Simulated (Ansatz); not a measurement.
**C₂H₆F₂Sn: a ladder of functionals and wavefunction methods**

One table from this session's results is given with a row withheld; the runs are named, their logs left out.

Method: functionals in def2-TZVPP, the program's frozen cores in correlated methods; program: Ansatz 0.2.0, Gaussian basis.

Plan: LDA (SPW92), PBE-D4, revPBE-D4, BLYP-D4, r2SCAN-D4, B97M-V, PBE0-D4, B3LYP-D4, r2SCANh-D4, r2SCAN0-D4, HSE06-D4, BHLYP-D4, CAM-B3LYP-D4, LC-ωPBE, ωB97X-V, ωB97M-V, B2PLYP, PBE-QIDH; CCSD(T)/def2-SVP; CCSD(T)/def2-TZVPP; MP2/def2-QZVPP; extrapolation to the limit; RPA on PBE.

### The relaxed structure

The geometry comes from an earlier relaxation with PBE0-D4 in a triple-zeta def2 set; it is a stationary point, not always the lowest conformer. Sn takes the def2 core potential; no spin-orbit term is included.

SMILES `C[CH2][SnH]([F])[F]`, 11 atoms, charge 0, spin multiplicity 1.

Atoms are counted from 1 here; the program's logs count them from 0.

Bond lengths: C1–C2 1.523 Å, C1–H6 1.092 Å, C1–H7 1.093 Å, C1–H8 1.092 Å, C2–Sn3 2.125 Å, C2–H9 1.092 Å, C2–H10 1.092 Å, Sn3–F4 1.919 Å, Sn3–F5 1.919 Å, Sn3–H11 1.699 Å. Angles: C2–C1–H6 111.6°, C2–C1–H7 110.4°, C2–C1–H8 111.6°, H6–C1–H7 107.7°, H6–C1–H8 107.7°, H7–C1–H8 107.7°, C1–C2–Sn3 111.2°, C1–C2–H9 111.9°, C1–C2–H10 111.9°, Sn3–C2–H9 107.1°, Sn3–C2–H10 107.1°, H9–C2–H10 107.4°, C2–Sn3–F4 105.9°, C2–Sn3–F5 106.0°, C2–Sn3–H11 127.7°, F4–Sn3–F5 102.6°, F4–Sn3–H11 106.0°, F5–Sn3–H11 106.0°.

The first run:

The input, in.yaml:

```yaml
crystal:
  periodic: [false, false, false]
  atoms:
    - {symbol: C, position_ang: [-1.418605, 0.346049, 0.127903]}
    - {symbol: C, position_ang: [-0.418330, -0.772153, -0.133204]}
    - {symbol: Sn, position_ang: [1.578511, -0.047848, -0.068844]}
    - {symbol: F, position_ang: [1.649064, 1.414054, -1.310276]}
    - {symbol: F, position_ang: [1.765889, 0.832443, 1.626214]}
    - {symbol: H, position_ang: [-1.336475, 1.139689, -0.617039]}
    - {symbol: H, position_ang: [-2.440447, -0.040680, 0.091529]}
    - {symbol: H, position_ang: [-1.268367, 0.797239, 1.110452]}
    - {symbol: H, position_ang: [-0.494983, -1.569115, 0.610083]}
    - {symbol: H, position_ang: [-0.563296, -1.227165, -1.115774]}
    - {symbol: H, position_ang: [3.012541, -0.929511, -0.300444]}
basis:
  gaussian: {orbitals: def2-TZVPP}
hamiltonian: {xc: lda}
output: {orbitals: {seedname: orbitals}}
```

Steps of the session up to this table: LDA; PBE-D4 (GGA); revPBE-D4 (GGA); BLYP-D4 (GGA); r2SCAN-D4 (meta-GGA); B97M-V (meta-GGA); PBE0-D4 (hybrid); B3LYP-D4 (hybrid); r2SCANh-D4 (hybrid); r2SCAN0-D4 (hybrid); HSE06-D4 (hybrid); BHLYP-D4 (hybrid); CAM-B3LYP-D4 (range-separated); LC-ωPBE-D4 (range-separated; the results give it without D4); ωB97X-V (range-separated); ωB97M-V (range-separated); B2PLYP (double hybrid); PBE-QIDH (double hybrid).

One of the session's tables, all rows but one given; the rest of the session is left out.

It belongs to the step «Orbital energies across the functionals». 

| functional | HOMO (eV) | gap (eV) |
| --- | --- | --- |
| LDA (SPW92) | -7.49 | 5.63 |
| PBE-D4 | ? | ? |
| revPBE-D4 | -7.29 | 5.82 |
| BLYP-D4 | -7.25 | 5.67 |
| r2SCAN-D4 | -7.64 | 6.37 |
| B97M-V | -7.71 | 6.33 |
| PBE0-D4 | -8.65 | 8.05 |
| B3LYP-D4 | -8.46 | 7.49 |
| r2SCANh-D4 | -8.12 | 7.21 |
| r2SCAN0-D4 | -8.84 | 8.44 |
| HSE06-D4 | -8.25 | 7.28 |
| BHLYP-D4 | -9.84 | 10.16 |
| CAM-B3LYP-D4 | -9.99 | 10.36 |
| LC-ωPBE | -11.28 | 12.98 |
| ωB97X-V | -10.94 | 12.48 |
| ωB97M-V | -10.81 | 12.04 |

Q: Estimate the row for PBE-D4 from the others.

The run gave: HOMO (eV): -7.35; gap (eV): 5.76. In the column «HOMO (eV)» it lies between LDA (SPW92) (-7.49) and revPBE-D4 (-7.29).
